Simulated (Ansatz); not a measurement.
**SnTe3 under changes of volume**

One of the cells (28.783 Å³/atom); the others are scaled copies at fixed shape and fractional positions:

```
Te Sn
1.0
     0.00000    3.86122    3.86122
     3.86122    0.00000    3.86122
     3.86122    3.86122    0.00000
Te Sn
3 1
Cartesian
  3.8612 3.8612 3.8612
  5.7918 5.7918 5.7918
  1.9306 1.9306 1.9306
  0.0000 0.0000 0.0000
```

The cell comes from a database or a generator and needn't be the stable form of this composition.

- Program: Ansatz 0.2.0
- Functional: LDA
- Potentials or basis: Ansatz PAW
- Cutoff: 420 eV (not typed: the program's choice for these potentials)
- k mesh: 6 × 6 × 6
- Occupations: fermi-dirac, width 0.05 eV
- Spin: no spin polarisation

```csv
volume (Å³/atom),energy over the lowest point (meV/atom),pressure (GPa)
27.056,0.00,-0.7
27.632,?,?
28.208,12.65,-2.9
28.783,24.38,-3.8
29.359,39.26,-4.6
29.935,56.97,-5.3
30.510,77.19,-6.0
```

Q: What does the run at 27.632 Å³/atom give?

A: Energy over the lowest point 4.42 meV/atom; pressure -1.9 GPa.

Worked out: A Birch-Murnaghan fit of order 3 (a polynomial in V^(-2/3)) to the other rows has its minimum at 26.75 Å³/atom, just outside them, with B0 = V·E''(V) = 59 GPa and B' = 3.9. It gives 4.39 meV/atom at 27.632 Å³/atom, against the run's 4.42, and -dE/dV = -1.8 GPa, against -1.9.

Energies are extrapolated to zero smearing.

Caveats: the PAW data sets come from PBE, with cores solved anew for the run's functional, which leaves a small shift of forces and pressure.
